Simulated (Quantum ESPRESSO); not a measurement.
The system is WSe3.

```
W Se
1.0
     2.68514    0.00000    0.00000
     0.00000    2.68514    0.00000
     0.00000    0.00000   13.19359
W Se
1 3
Direct
  0.00000 0.00000 0.00000
  0.00000 0.00000 0.19692
  0.00000 0.00000 0.50000
  0.00000 0.00000 0.80308
```

The cell was built by a generator and needn't be a form met in nature.

* Program: Quantum ESPRESSO 7.5
* Task: phonons
* Functional: rPW86PBE
* Dispersion: rVV10
* Potentials or basis: JTH 2.0 PBE
* Cutoff: 707 eV
* Density cutoff: 4245 eV
* k mesh: 8 × 8 × 2, shifted
* Occupations: fermi-dirac, width 0.05 eV
* Spin: no spin polarisation
* rVV10 parameter b: 6.3
* Mixing beta: 0.5
* Most SCF iterations: 120
* SCF threshold: 8e-10 Ry

The cell and the atoms were relaxed first, to 22.84 Å³/atom (a = 2.724 Å, b = 2.724 Å, c = 12.314 Å, α = 90.00°, β = 90.00°, γ = 90.00°), and the response was taken there.

Question: Where do the zone-centre optical modes lie?

Answer: Eu at 12 cm⁻¹ (IR); Eg at 41 cm⁻¹ (Raman); Eu at 58 cm⁻¹ (IR); A2u at 63 cm⁻¹ (IR); A1g at 162 cm⁻¹ (Raman); A2u at 175 cm⁻¹ (IR).

Optical modes at Γ, degenerate ones joined:
```
cm⁻¹  components  symmetry  active in
  12           2        Eu         IR
  41           2        Eg      Raman
  58           2        Eu         IR
  63           1       A2u         IR
 162           1       A1g      Raman
 175           1       A2u         IR
```

Caveat: the mesh is thin for the phonons of a metal; the potentials were made for another functional, which shifts forces and pressure.
